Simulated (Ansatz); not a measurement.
# GaH₃NCl: one structure at several levels

A test off equilibrium: a structure displaced at random from a GFN2-xTB minimum is computed at several levels, and each is set against CCSD(T).

Computed with Ansatz 0.2.0, Gaussian basis. Level: single points in def2-TZVPP.

Correlated methods freeze the cores. Filled d shells of the heavier atoms are correlated. B3LYP uses VWN-RPA correlation.

## 1. The system as given

6 atoms, charge 0, spin multiplicity 1.

Atoms are counted from 1 here; the program's logs count them from 0.

Bond lengths: N1–Ga2 1.888 Å, N1–H4 1.122 Å, N1–H5 1.041 Å, Ga2–Cl3 2.162 Å, Ga2–H6 1.669 Å. Angles: Ga2–N1–H4 119.9°, Ga2–N1–H5 120.8°, H4–N1–H5 119.1°, N1–Ga2–Cl3 114.3°, N1–Ga2–H6 116.3°, Cl3–Ga2–H6 129.2°.

As a file:

```xyz
6
charge 0, multiplicity 1
N    -0.1819    0.6368    0.8077
Ga   -0.0097   -0.5710   -0.6332
Cl    2.0011   -1.2996   -0.9487
H     0.7306    0.9803    1.3623
H    -1.1088    1.0401    1.0578
H    -1.3870   -0.8483   -1.5347
```

## 2. CCSD(T)/def2-TZVPP

run/in.yaml reads:

```yaml
crystal:
  periodic: [false, false, false]
  atoms:
    - {symbol: N, position_ang: [-0.181900, 0.636800, 0.807700]}
    - {symbol: Ga, position_ang: [-0.009700, -0.571000, -0.633200]}
    - {symbol: Cl, position_ang: [2.001100, -1.299600, -0.948700]}
    - {symbol: H, position_ang: [0.730600, 0.980300, 1.362300]}
    - {symbol: H, position_ang: [-1.108800, 1.040100, 1.057800]}
    - {symbol: H, position_ang: [-1.387000, -0.848300, -1.534700]}
basis:
  gaussian: {orbitals: def2-TZVPP}
correlation: {method: ccsd_t}
output: {forces: true}
```

The command line of these runs was not kept.

## 3. PBE0-D4/def2-TZVPP

Changes to run/in.yaml since step 2:

```diff
@@ -11,3 +11,3 @@
   gaussian: {orbitals: def2-TZVPP}
-correlation: {method: ccsd_t}
-output: {forces: true}
+hamiltonian: {xc: pbe0, dispersion: d4}
+output: {forces: true, orbitals: {seedname: orbitals}}
```

## 4. wB97M-V/def2-TZVPP

Changes to run/in.yaml since step 3:

```diff
@@ -11,3 +11,3 @@
   gaussian: {orbitals: def2-TZVPP}
-hamiltonian: {xc: pbe0, dispersion: d4}
-output: {forces: true, orbitals: {seedname: orbitals}}
+hamiltonian: {xc: {name: wB97M-V}}
+output: {forces: true}
```

## 5. r2SCAN-D4/def2-TZVPP

Changes to run/in.yaml since step 4:

```diff
@@ -11,3 +11,3 @@
   gaussian: {orbitals: def2-TZVPP}
-hamiltonian: {xc: {name: wB97M-V}}
+hamiltonian: {xc: r2scan, dispersion: d4}
 output: {forces: true}
```

## 6. PBE-D4/def2-TZVPP

Changes to run/in.yaml since step 5:

```diff
@@ -11,3 +11,3 @@
   gaussian: {orbitals: def2-TZVPP}
-hamiltonian: {xc: r2scan, dispersion: d4}
+hamiltonian: {xc: pbe, dispersion: d4}
 output: {forces: true}
```

## 7. revPBE-D4/def2-TZVPP

Changes to run/in.yaml since step 6:

```diff
@@ -11,3 +11,3 @@
   gaussian: {orbitals: def2-TZVPP}
-hamiltonian: {xc: pbe, dispersion: d4}
+hamiltonian: {xc: {name: revPBE}, dispersion: d4}
 output: {forces: true}
```

## 8. B3LYP-D4/def2-TZVPP

Changes to run/in.yaml since step 7:

```diff
@@ -11,3 +11,3 @@
   gaussian: {orbitals: def2-TZVPP}
-hamiltonian: {xc: {name: revPBE}, dispersion: d4}
+hamiltonian: {xc: {name: B3LYP}, dispersion: d4}
 output: {forces: true}
```

(Steps that only read results are left out.)

What does the calculation give? Wanted: energy less free atoms, CCSD(T)/def2-TZVPP; RMS force component; RMS force error; HOMO and LUMO, PBE0-D4; T1 diagnostic.

As calculated:

| quantity | value |
| --- | --- |
| energy less free atoms, CCSD(T)/def2-TZVPP | -1663.5 kJ/mol |
| RMS force component | 1.116 to 1.249 eV/Å over the methods |
| RMS force error | PBE0-D4 0.046, wB97M-V 0.040, r2SCAN-D4 0.025, PBE-D4 0.142, revPBE-D4 0.172, B3LYP-D4 0.080 eV/Å |
| HOMO and LUMO, PBE0-D4 | -7.39 and -0.93 eV |
| T1 diagnostic | 0.014 |

**Reading.** Against CCSD(T) the functionals' energies less atoms differ by -64.4 to -16.7 kJ/mol, PBE-D4 by -64.4 kJ/mol. The reference is not at the basis limit: in triple zeta CCSD(T) underbinds, which counts against methods that bind more; the gaps are no ranking. For forces r2SCAN-D4 does best and revPBE-D4 worst.
